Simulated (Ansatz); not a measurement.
MgGe2 under changes of volume

One of the cells (20.454 Å³/atom); the others are scaled copies at fixed shape and fractional positions:

```
Ge Mg
1.0
     5.52149   -1.84985    0.00000
     5.52149    1.84985    0.00000
    -3.21762    0.00000    6.00777
Ge Mg
4 2
Direct
  0.52923 0.52923 0.29362
  0.47077 0.47077 0.70638
  0.88039 0.88039 0.98544
  0.11961 0.11961 0.01456
  0.81529 0.81529 0.34925
  0.18471 0.18471 0.65075
```

The cell comes from a database or a generator and needn't be the stable form of this composition.

| Property | Result |
| --- | --- |
| Program | Ansatz 0.2.0 |
| Functional | PBE |
| Potentials or basis | Ansatz PAW |
| Cutoff | 420 eV (not typed: the program's choice for these potentials) |
| k mesh | 8 × 8 × 5 |
| Occupations | fermi-dirac, width 0.05 eV |
| Spin | no spin polarisation |

```csv
volume (Å³/atom),energy over the lowest point (meV/atom),pressure (GPa),largest force (eV/Å)
19.227,?,?,?
19.636,3.94,2.0,0.181
20.045,0.47,0.8,0.144
20.454,0.00,-0.4,0.123
20.863,2.27,-1.4,0.117
21.272,6.97,-2.3,0.151
21.682,13.83,-3.1,0.217
```

Task: What does the run at 19.227 Å³/atom give?

Result: Energy over the lowest point 10.76 meV/atom; pressure 3.4 GPa; largest force 0.284 eV/Å.

Worked out: A Birch-Murnaghan fit of order 3 (a polynomial in V^(-2/3)) to the other rows has its minimum at 20.31 Å³/atom with B0 = V·E''(V) = 55 GPa and B' = 4.6 at fixed shape and positions, which overstates the stiffness. It gives 10.83 meV/atom at 19.227 Å³/atom, against the run's 10.76, and -dE/dV = 3.4 GPa, against 3.4.

Energies are extrapolated to zero smearing.
